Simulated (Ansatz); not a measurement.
# C3H9NSi: the cost of one run

All numbers below are computed with Ansatz 0.2.0 (RKS PBE0/def2-SVP).

## Step 1: The starting structure

Bond lengths: C1–C2 1.327 Å, C2–Si3 1.818 Å, Si3–C4 1.864 Å, C4–N5 1.514 Å, C1–H6 1.024 Å, C1–H7 1.128 Å, C2–H8 1.099 Å, Si3–H9 1.493 Å, Si3–H10 1.533 Å, C4–H11 1.017 Å, C4–H12 1.134 Å, N5–H13 1.080 Å, N5–H14 1.004 Å. Angles (14 of 21 angles, heavy atoms first): C1–C2–Si3 123.6°, C2–Si3–C4 115.3°, Si3–C4–N5 112.2°, C1–C2–H8 124.8°, Si3–C2–H8 111.6°, C2–C1–H6 128.1°, C2–C1–H7 116.1°, C2–Si3–H9 108.3°, C2–Si3–H10 109.4°, C4–Si3–H9 109.0°, C4–Si3–H10 109.0°, Si3–C4–H11 114.1°, Si3–C4–H12 106.7°, N5–C4–H11 110.8°.

Coordinates:

```xyz
14

C    -1.5970    0.5880    1.5405
C    -0.7032    1.1002    0.7045
Si    0.9214    0.3493    0.3860
C     0.8998   -1.1680   -0.6959
N     0.1356   -0.9409   -1.9828
H    -1.5155   -0.2574    2.1133
H    -2.5629    1.1613    1.6456
H    -0.8358    2.0334    0.1396
H     1.8001    1.3811   -0.2404
H     1.5932    0.0021    1.7192
H     1.8206   -1.5561   -0.8854
H     0.3120   -1.9603   -0.1357
H    -0.8638   -0.5724   -1.8039
H     0.5826   -0.1896   -2.4758
```

## Step 2: End point A

input.yaml

```yaml
crystal:
  periodic: [false, false, false]
  atoms:
    - { symbol: C, position_ang: [-1.597, 0.588, 1.5405] }
    - { symbol: C, position_ang: [-0.7032, 1.1002, 0.7045] }
    - { symbol: Si, position_ang: [0.9214, 0.3493, 0.386] }
    - { symbol: C, position_ang: [0.8998, -1.168, -0.6959] }
    - { symbol: "N", position_ang: [0.1356, -0.9409, -1.9828] }
    - { symbol: H, position_ang: [-1.5155, -0.2574, 2.1133] }
    - { symbol: H, position_ang: [-2.5629, 1.1613, 1.6456] }
    - { symbol: H, position_ang: [-0.8358, 2.0334, 0.1396] }
    - { symbol: H, position_ang: [1.8001, 1.3811, -0.2404] }
    - { symbol: H, position_ang: [1.5932, 0.0021, 1.7192] }
    - { symbol: H, position_ang: [1.8206, -1.5561, -0.8854] }
    - { symbol: H, position_ang: [0.312, -1.9603, -0.1357] }
    - { symbol: H, position_ang: [-0.8638, -0.5724, -1.8039] }
    - { symbol: H, position_ang: [0.5826, -0.1896, -2.4758] }
basis:
  gaussian: { orbitals: def2-SVP }
hamiltonian:
  xc: pbe0
relax:
  f_tol: 0.015
  max_steps: 40
output:
  orbitals: {}
```

The run is started by

```sh
ansatz run input.yaml --threads 2 --pin off --max-ram 3072MiB --backend cpu --events-out ev --progress --plain --runs-dir out
```

Q: Estimate wall time and peak memory on 2 threads of Arm Neoverse V2, shared host.

About 59 s, with a peak of 0.28 GiB.
